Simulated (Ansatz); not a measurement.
**C2H5ClZn: small, medium and large basis sets**

The task here is to estimate one member of a computed series from the others.

The runs use Ansatz 0.2.0, Gaussian basis; one geometry, several basis sets.

Plan: PBE0-D4/def2-SVP; ωB97M-V/def2-SVP; PBE0-D4/def2-QZVPP; ωB97M-V/def2-QZVPP; the functionals' def2-TZVPP values are taken from earlier runs.

## The relaxed structure

The geometry comes from an earlier relaxation with PBE0-D4 in a triple-zeta def2 set; it is a stationary point, not always the lowest conformer.

9 atoms, charge 0, spin multiplicity 1.

Atoms are counted from 1 here; the program's logs count them from 0.

Bond lengths: C1–C2 1.526 Å, C1–H5 1.095 Å, C1–H6 1.093 Å, C1–H7 1.093 Å, C2–Zn3 1.940 Å, C2–H8 1.094 Å, C2–H9 1.094 Å, Zn3–Cl4 2.112 Å. Angles: C2–C1–H5 111.2°, C2–C1–H6 112.1°, C2–C1–H7 112.1°, H5–C1–H6 107.1°, H5–C1–H7 107.1°, H6–C1–H7 107.1°, C1–C2–Zn3 115.2°, C1–C2–H8 110.6°, C1–C2–H9 110.6°, Zn3–C2–H8 107.0°, Zn3–C2–H9 107.0°, H8–C2–H9 106.0°, C2–Zn3–Cl4 179.9°.

Set-up of the first run:

in.yaml reads:

```yaml
crystal:
  periodic: [false, false, false]
  atoms:
    - {symbol: C, position_ang: [0.432401, 1.099854, -0.044689]}
    - {symbol: C, position_ang: [-0.618432, 0.002736, -0.191135]}
    - {symbol: Zn, position_ang: [-0.014845, -1.783847, 0.263437]}
    - {symbol: Cl, position_ang: [0.644908, -3.727848, 0.758422]}
    - {symbol: H, position_ang: [0.023222, 2.078062, -0.317616]}
    - {symbol: H, position_ang: [1.300119, 0.925154, -0.685258]}
    - {symbol: H, position_ang: [0.800684, 1.181062, 0.980764]}
    - {symbol: H, position_ang: [-1.487954, 0.216405, 0.438120]}
    - {symbol: H, position_ang: [-0.991602, -0.037776, -1.219144]}
basis:
  gaussian: {orbitals: def2-SVP}
hamiltonian: {xc: pbe0, dispersion: d4}
output: {orbitals: {seedname: orbitals}}
```

Launch:

```console
$ ansatz run in.yaml --threads 4 --pin off --events-out ev --progress --plain --max-ram 10444MiB
```

Among the steps run: PBE0-D4 in def2-SVP; ωB97M-V in def2-SVP; PBE0-D4 in def2-QZVPP; ωB97M-V in def2-QZVPP.

One table of the session follows, with a row left open; its other results are not shown here.

It belongs to the step «Density functionals: the series». 

| functional | basis | HOMO (eV) |
| --- | --- | --- |
| PBE0-D4 | def2-SVP | -7.75 |
| PBE0-D4 | def2-TZVPP | -7.91 |
| PBE0-D4 | def2-QZVPP | -7.91 |
| ωB97M-V | def2-SVP | -9.90 |
| ωB97M-V | def2-TZVPP | -10.09 |
| ωB97M-V | def2-QZVPP | ? |

Estimate the missing values for ωB97M-V, def2-QZVPP.

**Answer.** HOMO (eV): -10.10. In the column «HOMO (eV)» it is the lowest.
